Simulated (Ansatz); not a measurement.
Crystal: Mg3ZnC.

```
Zn Mg C
1.0
     4.40693    0.00000    0.00000
     0.00000    4.40693    0.00000
     0.00000    0.00000    4.40693
Zn Mg C
1 3 1
Direct
  0.00000 0.00000 0.00000
  0.50000 0.00000 0.50000
  0.50000 0.50000 0.00000
  0.00000 0.50000 0.50000
  0.50000 0.50000 0.50000
```

The cell comes from a database or a generator and needn't be the stable form of this composition.

Base run:

- Program: Ansatz 0.2.0
- Functional: BLYP
- Potentials or basis: Ansatz PAW
- Cutoff: 420 eV (not typed: the program's choice for these potentials)
- k mesh: 6 × 6 × 6
- Occupations: fermi-dirac, width 0.05 eV
- Spin: no spin polarisation

Its results: band gap on the k mesh none (metal or under the smearing width); pressure 1.1 GPa.

**Question.** After a change of settings the same cell gave: band gap on the k mesh none (metal or under the smearing width); pressure -0.2 GPa. Which change was it?
A. functional from BLYP to RPBE
B. functional from BLYP to PBEsol
C. functional from BLYP to LDA
D. functional from BLYP to PBE

**Answer.** D.

PBE binds more tightly than BLYP, so the same cell stands under less pressure.

Caveats: the density of states is complete only up to the lowest level of the last band computed; the PAW data sets come from PBE, with cores solved anew for the run's functional, which leaves a small shift of forces and pressure (some runs).
